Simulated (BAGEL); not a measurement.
**A workflow on SiHSF2 (SMILES F[SiH](F)[S])**

We compute a geometry optimisation (UHF/cc-pVDZ), then a structure relaxation (UHF/cc-pV(D+d)Z), then a geometry optimisation (UHF/cc-pVTZ), then a geometry optimisation (UHF/cc-pV(T+d)Z) of SiHSF2. 

The results are computed with BAGEL 1.2.2.

1 further run of the same task is left out (set aside as unsound or not needed).

**1. The molecule**

SiHSF2 has 5 atoms, charge 0, and is taken as a doublet. As SMILES, `F[SiH](F)[S]`. Geometry: relaxed at PBE0-D4/def2-TZVP. The run starts from this shape.

Bond lengths: F1–Si2 1.583 Å, Si2–F3 1.583 Å, Si2–S4 2.103 Å, Si2–H5 1.474 Å. Angles: F1–Si2–F3 105.5°, F1–Si2–S4 111.8°, F3–Si2–S4 111.9°, F1–Si2–H5 110.0°, F3–Si2–H5 110.0°, S4–Si2–H5 107.6°.

**2. A geometry optimisation at UHF/cc-pVDZ (density fitting with tzvpp-jkfit, property bond length) (run 1)**

hf.json reads:

```json
{ "bagel": [

{
  "title": "molecule",
  "basis": "cc-pvdz.json",
  "df_basis": "tzvpp-jkfit",
  "angstrom": true,
  "geometry": [
    { "atom": "F", "xyz": [   -0.294700,   -0.440200,    1.515400 ] },
    { "atom": "Si", "xyz": [    0.087400,    0.010000,    0.046800 ] },
    { "atom": "F", "xyz": [    0.080600,    1.592500,    0.075600 ] },
    { "atom": "S", "xyz": [   -1.256200,   -0.752800,   -1.380300 ] },
    { "atom": "H", "xyz": [    1.432800,   -0.483300,   -0.298900 ] }
  ]
},
{
  "title": "optimize",
  "opttype": "energy",
  "internal": false,
  "maxiter": 40,
  "method": [
    {
      "title": "uhf",
      "nopen": 1
    }
  ]
}

]}
```

The basis set cc-pVDZ is read from a file made from the Basis Set Exchange's data (not shown).

On the command line:

```
$ BAGEL_NUM_THREADS=1 BAGEL hf.json > hf.out
```

What it wrote:

```text
* using 1 threads per process

  ===============================================================
  ===============================================================

  *** Geometry ***

  { "atom" : "F", "xyz" : [     -0.556902,     -0.831857,      2.863691 ] },
  { "atom" : "Si", "xyz" : [      0.165162,      0.018897,      0.088439 ] },
  { "atom" : "F", "xyz" : [      0.152312,      3.009389,      0.142863 ] },
  { "atom" : "S", "xyz" : [     -2.373874,     -1.422586,     -2.608389 ] },
  { "atom" : "H", "xyz" : [      2.707600,     -0.913305,     -0.564839 ] },

  Number of auxiliary basis functions:      428

  Since a DF basis is specified, we compute 2- and 3-index integrals:
    o Being stored without compression. Storage requirement is 0.016 GB

  Number of basis functions:       69
  Number of electrons      :       49

    * METHOD: MOLECULE                             0.25

    * Use approximate Hessian for optimization

  *** Open-shell HF ***

  === Nuclear Repulsion ===
   219.0488923689

      * DIIS with orbital gradients will be used.

  === UHF iteration (cc-pvdz.json) ===
      0       -885.83099633          0.03338250           0.13
      1       -885.97151253          0.02276763           0.13
      2       -886.02142117          0.01344560           0.13
      3       -886.05096653          0.00097276           0.13
      4       -886.05145476          0.00042586           0.13
      5       -886.05159481          0.00030528           0.13
      6       -886.05173003          0.00014913           0.13
      7       -886.05176454          0.00006393           0.13
      8       -886.05177051          0.00002273           0.13
      9       -886.05177103          0.00001039           0.13
     10       -886.05177110          0.00000475           0.13
     11       -886.05177112          0.00000135           0.13
     12       -886.05177112          0.00000059           0.13
     13       -886.05177112          0.00000038           0.13
     14       -886.05177112          0.00000027           0.13
     15       -886.05177112          0.00000017           0.13
     16       -886.05177112          0.00000008           0.13
     17       -886.05177112          0.00000003           0.13
     18       -886.05177112          0.00000002           0.13
     19       -886.05177112          0.00000001           0.13
    * SCF iteration converged.

    * S^2 (UHF) is 0.7581

    * Permanent dipole moment:
           (   -0.295674,     0.311567,     0.363106) a.u.

  * Gradient computed with                              2.18

  === Convergence status ===

                         Maximum     Tolerance   Converged?
  * Gradient            0.026618      0.000300           No
  * Displacement        0.026549      0.001200           No
  * Energy change    -886.051771      0.000001           No

  *** Geometry optimization started ***
     iter         energy               grad rms       time

      1       -886.05177112          0.01311276        5.04
      2       -886.05335003          0.00391013        5.89
      3       -886.05359061          0.00189097        4.99
      4       -886.05368551          0.00070523        4.97
      5       -886.05369681          0.00052053        4.88
      6       -886.05371507          0.00053057        4.66
      7       -886.05373589          0.00045573        5.11
      8       -886.05374286          0.00022629        5.17
      9       -886.05374373          0.00021715        3.78
     10       -886.05374788          0.00001130        4.83

  *** Geometry ***

  { "atom" : "F", "xyz" : [     -0.554416,     -0.841720,      2.904883 ] },
  { "atom" : "Si", "xyz" : [      0.204941,      0.029744,      0.078457 ] },
  { "atom" : "F", "xyz" : [      0.062242,      3.079519,      0.135190 ] },
  { "atom" : "S", "xyz" : [     -2.364285,     -1.474025,     -2.622574 ] },
  { "atom" : "H", "xyz" : [      2.785530,     -0.784539,     -0.499800 ] },

    * METHOD: OPTIMIZE                            49.33

  ===============================================================
```

It took 50 s on 1 thread of Arm Neoverse N1, shared host; peak memory 0.14 GiB.

Step by step:

| step | energy from the first frame kept (eV) | largest force (eV/Å) |
| --- | --- | --- |
| 0 | 0.0000 | 1.6734 |
| 1 | -0.0430 | 0.4567 |
| 2 | -0.0495 | 0.2679 |
| 3 | -0.0521 | 0.1070 |
| 4 | -0.0524 | 0.0706 |
| 5 | -0.0529 | 0.0619 |
| 6 | -0.0535 | 0.0682 |
| 7 | -0.0537 | 0.0258 |
| 8 | -0.0537 | 0.0246 |
| 9 | -0.0538 | 0.0013 |

After the run. Bond lengths: F1–Si2 1.616 Å, Si2–F3 1.616 Å, Si2–S4 2.127 Å, Si2–H5 1.464 Å. Angles: F1–Si2–F3 104.8°, F1–Si2–S4 110.9°, F3–Si2–S4 110.9°, F1–Si2–H5 110.0°, F3–Si2–H5 110.0°, S4–Si2–H5 110.2°.

**3. A geometry optimisation at UHF/cc-pV(D+d)Z (density fitting with tzvpp-jkfit, property bond length) (run 2)**

hf.json reads:

```json
{ "bagel" : [

{
  "title" : "molecule",
  "basis" : "cc-pv_d+d_z.json",
  "df_basis" : "tzvpp-jkfit",
  "angstrom" : "true",
  "geometry" : [
    { "atom" : "F", "xyz" : [   -0.294700,   -0.440200,    1.515400 ] },
    { "atom" : "Si", "xyz" : [    0.087400,    0.010000,    0.046800 ] },
    { "atom" : "F", "xyz" : [    0.080600,    1.592500,    0.075600 ] },
    { "atom" : "S", "xyz" : [   -1.256200,   -0.752800,   -1.380300 ] },
    { "atom" : "H", "xyz" : [    1.432800,   -0.483300,   -0.298900 ] }
  ]
},
{
  "title" : "optimize",
  "opttype" : "energy",
  "internal" : "false",
  "maxiter" : 40,
  "method" : [
    {
      "title" : "uhf",
      "charge" : 0,
      "nopen" : 1
    }
  ]
}

]}
```

The basis set cc-pV(D+d)Z is read from a file made from the Basis Set Exchange's data (not shown).

On the command line:

```
$ BAGEL_NUM_THREADS=1 BAGEL hf.json > hf.out
```

What it wrote:

```text
* using 1 threads per process

  ===============================================================
  ===============================================================

  *** Geometry ***

  { "atom" : "F", "xyz" : [     -0.556902,     -0.831857,      2.863691 ] },
  { "atom" : "Si", "xyz" : [      0.165162,      0.018897,      0.088439 ] },
  { "atom" : "F", "xyz" : [      0.152312,      3.009389,      0.142863 ] },
  { "atom" : "S", "xyz" : [     -2.373874,     -1.422586,     -2.608389 ] },
  { "atom" : "H", "xyz" : [      2.707600,     -0.913305,     -0.564839 ] },

  Number of auxiliary basis functions:      428

  Since a DF basis is specified, we compute 2- and 3-index integrals:
    o Being stored without compression. Storage requirement is 0.021 GB

  Number of basis functions:       79
  Number of electrons      :       49

    * METHOD: MOLECULE                             0.27

    * Use approximate Hessian for optimization

  *** Open-shell HF ***

  === Nuclear Repulsion ===
   219.0488923689

      * DIIS with orbital gradients will be used.

  === UHF iteration (cc-pv_d+d_z.json) ===
      0       -885.84946604          0.02958466           0.16
      1       -885.99022387          0.02003292           0.16
      2       -886.03992376          0.01189924           0.16
      3       -886.06948739          0.00088696           0.16
      4       -886.06998937          0.00039065           0.16
      5       -886.07012502          0.00027678           0.16
      6       -886.07026597          0.00013920           0.16
      7       -886.07030492          0.00006163           0.16
      8       -886.07031226          0.00002266           0.16
      9       -886.07031294          0.00001027           0.16
     10       -886.07031303          0.00000474           0.16
     11       -886.07031306          0.00000161           0.16
     12       -886.07031306          0.00000069           0.16
     13       -886.07031306          0.00000043           0.16
     14       -886.07031306          0.00000031           0.16
     15       -886.07031306          0.00000021           0.16
     16       -886.07031306          0.00000010           0.16
     17       -886.07031306          0.00000004           0.16
     18       -886.07031306          0.00000002           0.16
     19       -886.07031306          0.00000001           0.16
     20       -886.07031306          0.00000001           0.16
    * SCF iteration converged.

    * S^2 (UHF) is 0.7589

    * Permanent dipole moment:
           (   -0.279972,     0.311301,     0.366826) a.u.

  * Gradient computed with                              2.41

  === Convergence status ===

                         Maximum     Tolerance   Converged?
  * Gradient            0.011391      0.000300           No
  * Displacement        0.011385      0.001200           No
  * Energy change    -886.070313      0.000001           No

  *** Geometry optimization started ***
     iter         energy               grad rms       time

      1       -886.07031306          0.00590786        5.94
      2       -886.07064941          0.00187204        7.16
      3       -886.07069567          0.00068849        5.76
      4       -886.07071055          0.00050603        5.59
      5       -886.07072607          0.00044306        5.73
      6       -886.07073750          0.00043947        5.74
      7       -886.07074743          0.00019779        5.84
      8       -886.07074805          0.00018478        4.10
      9       -886.07075083          0.00000581        5.57

  *** Geometry ***

  { "atom" : "F", "xyz" : [     -0.556239,     -0.834487,      2.874672 ] },
  { "atom" : "Si", "xyz" : [      0.190628,      0.025786,      0.082266 ] },
  { "atom" : "F", "xyz" : [      0.091212,      3.039551,      0.134662 ] },
  { "atom" : "S", "xyz" : [     -2.364610,     -1.450061,     -2.608187 ] },
  { "atom" : "H", "xyz" : [      2.746784,     -0.817947,     -0.506656 ] },

    * METHOD: OPTIMIZE                            51.44

  ===============================================================
```

It took 52 s on 1 thread of Arm Neoverse N1, shared host; peak memory 0.17 GiB.

Steps, from the record of the run:

| step | energy from the first frame kept (eV) | largest force (eV/Å) |
| --- | --- | --- |
| 0 | 0.0000 | 0.8840 |
| 1 | -0.0092 | 0.2675 |
| 2 | -0.0104 | 0.1041 |
| 3 | -0.0108 | 0.0728 |
| 4 | -0.0112 | 0.0524 |
| 5 | -0.0115 | 0.0438 |
| 6 | -0.0118 | 0.0219 |
| 7 | -0.0118 | 0.0206 |
| 8 | -0.0119 | 0.0007 |

After the run. Bond lengths: F1–Si2 1.596 Å, Si2–F3 1.596 Å, Si2–S4 2.113 Å, Si2–H5 1.458 Å. Angles: F1–Si2–F3 105.1°, F1–Si2–S4 111.1°, F3–Si2–S4 111.1°, F1–Si2–H5 109.9°, F3–Si2–H5 109.9°, S4–Si2–H5 109.7°.

Run 3 isn't shown in full; the table further down has it.

**4. A geometry optimisation at UHF/cc-pV(T+d)Z (density fitting with tzvpp-jkfit, property bond length) (run 4)**

job.json reads:

```json
{ "bagel": [

{
  "title": "molecule",
  "basis": "cc-pv_t+d_z.json",
  "df_basis": "tzvpp-jkfit",
  "angstrom": true,
  "geometry": [
    { "atom": "F", "xyz": [      -0.294700,      -0.440200,       1.515400 ] },
    { "atom": "Si", "xyz": [       0.087400,       0.010000,       0.046800 ] },
    { "atom": "F", "xyz": [       0.080600,       1.592500,       0.075600 ] },
    { "atom": "S", "xyz": [      -1.256200,      -0.752800,      -1.380300 ] },
    { "atom": "H", "xyz": [       1.432800,      -0.483300,      -0.298900 ] }
  ]
},

{
  "title": "optimize",
  "internal": false,
  "maxiter": 40,
  "method": [
    { "title": "uhf", "nopen": 1 }
  ]
}

]}
```

The basis set cc-pV(T+d)Z is read from a file made from the Basis Set Exchange's data (not shown).

On the command line:

```
$ BAGEL_NUM_THREADS=1 BAGEL job.json > job.out
```

What it wrote:

```text
* using 1 threads per process

  ===============================================================
  ===============================================================

  *** Geometry ***

  { "atom" : "F", "xyz" : [     -0.556902,     -0.831857,      2.863691 ] },
  { "atom" : "Si", "xyz" : [      0.165162,      0.018897,      0.088439 ] },
  { "atom" : "F", "xyz" : [      0.152312,      3.009389,      0.142863 ] },
  { "atom" : "S", "xyz" : [     -2.373874,     -1.422586,     -2.608389 ] },
  { "atom" : "H", "xyz" : [      2.707600,     -0.913305,     -0.564839 ] },

  Number of auxiliary basis functions:      428

  Since a DF basis is specified, we compute 2- and 3-index integrals:
    o Being stored without compression. Storage requirement is 0.079 GB

  Number of basis functions:      152
  Number of electrons      :       49

    * METHOD: MOLECULE                             0.47

    * Use approximate Hessian for optimization

  *** Open-shell HF ***

  === Nuclear Repulsion ===
   219.0488923689

      * DIIS with orbital gradients will be used.

  === UHF iteration (cc-pv_t+d_z.json) ===
      0       -885.86276473          0.03093877           0.37
      1       -886.05395233          0.02192566           0.38
      2       -886.13161698          0.01322872           0.38
      3       -886.18384364          0.00106336           0.39
      4       -886.18531071          0.00048455           0.38
      5       -886.18587663          0.00034188           0.38
      6       -886.18634672          0.00019807           0.38
      7       -886.18655757          0.00008767           0.38
      8       -886.18659257          0.00003861           0.38
      9       -886.18659878          0.00001568           0.39
     10       -886.18659945          0.00000853           0.39
     11       -886.18659971          0.00000355           0.38
     12       -886.18659976          0.00000141           0.38
     13       -886.18659976          0.00000084           0.38
     14       -886.18659977          0.00000059           0.38
     15       -886.18659977          0.00000041           0.38
     16       -886.18659977          0.00000024           0.38
     17       -886.18659977          0.00000014           0.38
     18       -886.18659977          0.00000008           0.39
     19       -886.18659977          0.00000005           0.38
     20       -886.18659977          0.00000002           0.39
     21       -886.18659977          0.00000001           0.38
     22       -886.18659977          0.00000001           0.39
    * SCF iteration converged.

    * S^2 (UHF) is 0.7623

    * Permanent dipole moment:
           (   -0.243243,     0.277410,     0.328560) a.u.

  * Gradient computed with                              5.14

  === Convergence status ===

                         Maximum     Tolerance   Converged?
  * Gradient            0.018362      0.000300           No
  * Displacement        0.018342      0.001200           No
  * Energy change    -886.186600      0.000001           No

  *** Geometry optimization started ***
     iter         energy               grad rms       time

      1       -886.18659977          0.00869902       14.40
      2       -886.18737500          0.00350497       20.01
      3       -886.18756705          0.00148953       14.91
      4       -886.18759836          0.00170943       19.33
      5       -886.18762604          0.00061840       19.68
      6       -886.18764227          0.00056949       18.62
      7       -886.18764692          0.00048573       13.83
      8       -886.18765898          0.00024176       15.48
      9       -886.18765993          0.00023386        9.83
     10       -886.18766591          0.00002688       15.48

  *** Geometry ***

  { "atom" : "F", "xyz" : [     -0.559339,     -0.822192,      2.823320 ] },
  { "atom" : "Si", "xyz" : [      0.188699,      0.020665,      0.100983 ] },
  { "atom" : "F", "xyz" : [      0.146565,      2.966435,      0.150166 ] },
  { "atom" : "S", "xyz" : [     -2.390390,     -1.407312,     -2.604055 ] },
  { "atom" : "H", "xyz" : [      2.715981,     -0.882836,     -0.512186 ] },

    * METHOD: OPTIMIZE                           161.60

  ===============================================================
```

Wall time 2.7 min (1 thread of Arm Neoverse N1, shared host); peak memory 0.41 GiB.

Step by step:

| step | energy from the first frame kept (eV) | largest force (eV/Å) |
| --- | --- | --- |
| 0 | 0.0000 | 1.0223 |
| 1 | -0.0211 | 0.3894 |
| 2 | -0.0263 | 0.2307 |
| 3 | -0.0272 | 0.2410 |
| 4 | -0.0279 | 0.0906 |
| 5 | -0.0284 | 0.0772 |
| 6 | -0.0285 | 0.0608 |
| 7 | -0.0288 | 0.0282 |
| 8 | -0.0288 | 0.0293 |
| 9 | -0.0290 | 0.0028 |

After the run. Bond lengths: F1–Si2 1.559 Å, Si2–F3 1.559 Å, Si2–S4 2.117 Å, Si2–H5 1.457 Å. Angles: F1–Si2–F3 105.5°, F1–Si2–S4 111.0°, F3–Si2–S4 111.0°, F1–Si2–H5 110.2°, F3–Si2–H5 110.2°, S4–Si2–H5 108.9°.

**5. The series**

| run | level | energy (Eh) | wall time |
| --- | --- | --- | --- |
| 1 | UHF/cc-pVDZ (density fitting with tzvpp-jkfit, property bond length) | -886.053748 | 50 s |
| 2 | UHF/cc-pV(D+d)Z (density fitting with tzvpp-jkfit, property bond length) | -886.070751 | 52 s |
| 3 | UHF/cc-pVTZ (density fitting with tzvpp-jkfit, property bond length) | -886.179461 | 2.3 min |
| 4 | UHF/cc-pV(T+d)Z (density fitting with tzvpp-jkfit, property bond length) | -886.187666 | 2.7 min |

Convergence of the total energy of doublet SiHSF2 with the basis set, against the last point:

| basis set | from the last (mEh) | wall time |
| --- | --- | --- |
| cc-pVDZ | +133.918 | 50 s |
| cc-pV(D+d)Z | +116.915 | 52 s |
| cc-pVTZ | +8.204 | 2.3 min |
| cc-pV(T+d)Z | +0.000 | 2.7 min |

**6. Outcome**

| quantity | value |
| --- | --- |
| run 4, UHF/cc-pV(T+d)Z: total energy at the end | -886.18767 Eh |

In words: Over the runs the total energy spans 3.644 eV. All runs together took 6.7 min, the longest 2.7 min.
